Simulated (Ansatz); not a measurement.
TcSe2:

```
CELL_PARAMETERS angstrom
0.00000 3.14575 3.14575
3.14575 0.00000 3.14575
3.14575 3.14575 0.00000
ATOMIC_POSITIONS crystal
Tc 0.00000 0.00000 0.00000
Se 0.25000 0.25000 0.25000
Se 0.75000 0.75000 0.75000
```

The cell comes from a database or a generator and needn't be the stable form of this composition.

Program: Ansatz 0.2.0. Alike in all runs: task single point; potentials or basis Ansatz PAW earlier set; cell as given; k mesh 5 × 5 × 5; cutoff (eV) 500; smearing gaussian 0.05 eV. Hardware: 2 threads of Arm Neoverse V1, on a shared host.

Problem. Order these runs on this cell by their wall time, lowest first.
A. level PBEsol+U; spin collinear, ferromagnetic start; U Tc d U = 3 eV
B. level PBE+U; spin collinear, ferromagnetic start; U Tc d U = 8 eV
C. level PBE+U; spin off; U Tc d U = 4 eV

Solution. C (1.6 s), A (8.5 s), B (100 s).

Caveats: the magnetic or orbital state may not be the lowest (some runs); U without spin polarisation on a metal has little footing (some runs); the starting moments weren't kept (some runs).
